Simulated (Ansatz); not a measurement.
# CuO: the cost of one run

Method: DFT LDA+U (U_eff = 8 eV on Cu d), plane waves, PAW, in Ansatz 0.2.0.

1 further run of the same task is left out (it didn't finish).

## (1) Starting point

It takes space group P4_2/mmc (No. 131, tetragonal). Conventional cell: a = 3.422 Å, b = 3.422 Å, c = 4.260 Å, α = 90.00°, β = 90.00°, γ = 90.00°. Cu (site symmetry mmm) has 4 O at 2.02 Å as nearest neighbours. O (site symmetry -4m2) is surrounded by 4 Cu at 2.02 Å.

Coordinates:

```cif
data_structure
_symmetry_space_group_name_H-M 'P 1'
_symmetry_Int_Tables_number 1
_cell_length_a 5.4646
_cell_length_b 5.4646
_cell_length_c 8.5209
_cell_angle_alpha 38.772
_cell_angle_beta 38.772
_cell_angle_gamma 52.566
_cell_volume 99.78
loop_
_atom_site_label
_atom_site_type_symbol
_atom_site_fract_x
_atom_site_fract_y
_atom_site_fract_z
_atom_site_occupancy
Cu1 Cu 0.00000 0.50000 0.75000 1
Cu2 Cu 0.50000 0.00000 0.00000 1
O1 O 0.00000 0.00000 0.12500 1
O2 O 0.00000 0.00000 0.37500 1
Cu3 Cu 0.00000 0.50000 0.25000 1
Cu4 Cu 0.50000 0.00000 0.50000 1
O3 O 0.00000 0.00000 0.62500 1
O4 O 0.00000 0.00000 0.87500 1
```

An earlier series on this cell reached its lowest free state from «ferrimagnetic site moments held at first, then free», perhaps among other starts (it ended without moments).

## (2) Antiferromagnetic directions held

The input, input.yaml:

```yaml
crystal:
  lattice:
    - [3.42205097, 0.0, 4.26046148]
    - [0.0, 3.42205097, 4.26046148]
    - [0.0, 0.0, 8.52092296]
  atoms:
    - { symbol: Cu, position: [0.0, 0.5, 0.75], spin: 1.0 }
    - { symbol: Cu, position: [0.5, 0.0, 0.0], spin: -1.0 }
    - { symbol: O, position: [0.0, 0.0, 0.125] }
    - { symbol: O, position: [0.0, 0.0, 0.375] }
    - { symbol: Cu, position: [0.0, 0.5, 0.25], spin: 1.0 }
    - { symbol: Cu, position: [0.5, 0.0, 0.5], spin: -1.0 }
    - { symbol: O, position: [0.0, 0.0, 0.625] }
    - { symbol: O, position: [0.0, 0.0, 0.875] }
basis:
  ecutwfc: 420
  ecutrho_ratio: 4
kpoints:
  mp_grid: { grid: [6, 6, 6] }
hamiltonian:
  xc: lda
  hubbard:
    sites:
      - { site: 0, l: d, u_eff: 8.0, starting_ns: [{ spin: up, occupation_matrix: s0up }, { spin: down, occupation_matrix: s0down }] }
      - { site: 1, l: d, u_eff: 8.0, starting_ns: [{ spin: up, occupation_matrix: s1up }, { spin: down, occupation_matrix: s1down }] }
      - { site: 4, l: d, u_eff: 8.0, starting_ns: [{ spin: up, occupation_matrix: s4up }, { spin: down, occupation_matrix: s4down }] }
      - { site: 5, l: d, u_eff: 8.0, starting_ns: [{ spin: up, occupation_matrix: s5up }, { spin: down, occupation_matrix: s5down }] }
    occupation_matrices:
      s0up:
        matrix:
          - [0.97, 0.0, 0.0, 0.0, 0.0]
          - [0.0, 0.97, 0.0, 0.0, 0.0]
          - [0.0, 0.0, 0.97, 0.0, 0.0]
          - [0.0, 0.0, 0.0, 0.97, 0.0]
          - [0.0, 0.0, 0.0, 0.0, 0.97]
      s0down:
        matrix:
          - [0.97, 0.0, 0.0, 0.0, 0.0]
          - [0.0, 0.97, 0.0, 0.0, 0.0]
          - [0.0, 0.0, 0.02, 0.0, 0.0]
          - [0.0, 0.0, 0.0, 0.97, 0.0]
          - [0.0, 0.0, 0.0, 0.0, 0.97]
      s1up:
        matrix:
          - [0.97, 0.0, 0.0, 0.0, 0.0]
          - [0.0, 0.02, 0.0, 0.0, 0.0]
          - [0.0, 0.0, 0.97, 0.0, 0.0]
          - [0.0, 0.0, 0.0, 0.97, 0.0]
          - [0.0, 0.0, 0.0, 0.0, 0.97]
      s1down:
        matrix:
          - [0.97, 0.0, 0.0, 0.0, 0.0]
          - [0.0, 0.97, 0.0, 0.0, 0.0]
          - [0.0, 0.0, 0.97, 0.0, 0.0]
          - [0.0, 0.0, 0.0, 0.97, 0.0]
          - [0.0, 0.0, 0.0, 0.0, 0.97]
      s4up:
        matrix:
          - [0.97, 0.0, 0.0, 0.0, 0.0]
          - [0.0, 0.97, 0.0, 0.0, 0.0]
          - [0.0, 0.0, 0.97, 0.0, 0.0]
          - [0.0, 0.0, 0.0, 0.97, 0.0]
          - [0.0, 0.0, 0.0, 0.0, 0.97]
      s4down:
        matrix:
          - [0.97, 0.0, 0.0, 0.0, 0.0]
          - [0.0, 0.97, 0.0, 0.0, 0.0]
          - [0.0, 0.0, 0.02, 0.0, 0.0]
          - [0.0, 0.0, 0.0, 0.97, 0.0]
          - [0.0, 0.0, 0.0, 0.0, 0.97]
      s5up:
        matrix:
          - [0.97, 0.0, 0.0, 0.0, 0.0]
          - [0.0, 0.02, 0.0, 0.0, 0.0]
          - [0.0, 0.0, 0.97, 0.0, 0.0]
          - [0.0, 0.0, 0.0, 0.97, 0.0]
          - [0.0, 0.0, 0.0, 0.0, 0.97]
      s5down:
        matrix:
          - [0.97, 0.0, 0.0, 0.0, 0.0]
          - [0.0, 0.97, 0.0, 0.0, 0.0]
          - [0.0, 0.0, 0.97, 0.0, 0.0]
          - [0.0, 0.0, 0.0, 0.97, 0.0]
          - [0.0, 0.0, 0.0, 0.0, 0.97]
    ns_hold: { iters: 8 }
scf:
  occupations: { method: gaussian, width: 0.05 }
  lower_state_search: "off"
  max_iter: 150
output:
  forces: true
  stress: true
  eigenvalues: true
  populations: true
  hubbard:
    sites:
      - { site: 0, l: d }
      - { site: 1, l: d }
      - { site: 4, l: d }
      - { site: 5, l: d }
magnetization:
  spin_polarized: true
  spin_locking: { lock_directions: true }
```

The typed matrices put 0.97 on the chosen orbitals and 0.02 on the others, and are held for 8 cycles. The lock stays on to the end, so the result is a constrained state.

Command:

```console
$ ansatz run input.yaml --threads 4 --pin off --max-ram 6144MiB --backend cpu --events-out ev --progress --plain --runs-dir out
```

**Question.** How long does this run take on 4 threads of Intel Xeon Platinum 8259CL at 2.50GHz (Skylake/Cascade Lake), shared host, and how much memory does it need?

About 55 s, with a peak of 0.9 GiB.
